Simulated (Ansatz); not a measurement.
# C₂Cl₂F₄: small, medium and large basis sets

How large a basis does C₂Cl₂F₄ need? Two functionals are run in growing sets.

Method: one geometry, several basis sets; program: Ansatz 0.2.0, Gaussian basis.

Levels to be run: PBE0-D4/def2-SVP; ωB97M-V/def2-SVP; PBE0-D4/def2-QZVPP; ωB97M-V/def2-QZVPP; the functionals' def2-TZVPP values are taken from earlier runs.

### 1 Structure used throughout

All runs share one geometry, relaxed beforehand with PBE0-D4 in a triple-zeta def2 set.

8 atoms, charge 0, spin multiplicity 1.

Atoms are counted from 1 here; the program's logs count them from 0.

Bond lengths: F1–C2 1.329 Å, C2–F3 1.329 Å, C2–Cl4 1.757 Å, C2–C5 1.555 Å, C5–F6 1.329 Å, C5–F7 1.329 Å, C5–Cl8 1.757 Å. Angles: F1–C2–F3 108.7°, F1–C2–Cl4 109.7°, F1–C2–C5 109.3°, F3–C2–Cl4 109.7°, F3–C2–C5 109.3°, Cl4–C2–C5 110.2°, C2–C5–F6 109.3°, C2–C5–F7 109.3°, C2–C5–Cl8 110.2°, F6–C5–F7 108.7°, F6–C5–Cl8 109.7°, F7–C5–Cl8 109.7°.

### 2 PBE0-D4 in def2-SVP

Input file in.yaml:

```yaml
crystal:
  periodic: [false, false, false]
  atoms:
    - {symbol: F, position_ang: [0.267863, -1.566980, -0.725053]}
    - {symbol: C, position_ang: [-0.250752, -0.345600, -0.649732]}
    - {symbol: F, position_ang: [0.153945, 0.355660, -1.703708]}
    - {symbol: Cl, position_ang: [-2.005133, -0.446917, -0.644550]}
    - {symbol: C, position_ang: [0.250754, 0.345604, 0.649730]}
    - {symbol: F, position_ang: [-0.154153, -0.355467, 1.703748]}
    - {symbol: F, position_ang: [-0.267668, 1.567079, 0.724864]}
    - {symbol: Cl, position_ang: [2.005153, 0.446622, 0.644700]}
basis:
  gaussian: {orbitals: def2-SVP}
hamiltonian: {xc: pbe0, dispersion: d4}
output: {orbitals: {seedname: orbitals}}
```

The run is started by

```bash
$ ansatz run in.yaml --threads 2 --pin off --events-out ev --progress --plain --max-ram 22528MiB --backend cpu
```

After this run come: ωB97M-V in def2-SVP; PBE0-D4 in def2-QZVPP; ωB97M-V in def2-QZVPP.

Q: Predict the results of all the runs planned. Wanted: PBE0-D4: double and triple zeta above quadruple; ωB97M-V: double and triple zeta above quadruple.

As calculated:

```
                                       quantity           value
PBE0-D4: double and triple zeta above quadruple  25.59, 1.37 eV
ωB97M-V: double and triple zeta above quadruple  25.69, 1.29 eV
```

What this shows: PBE0-D4 gains 24.23 eV from double to triple zeta, then 1.37 eV more. Total energies overstate the basis error of differences, where much of it tends to cancel. The LUMO of ωB97M-V is positive and keeps falling with the basis (2.38 to 1.39 eV): an unbound level that the basis holds in place.
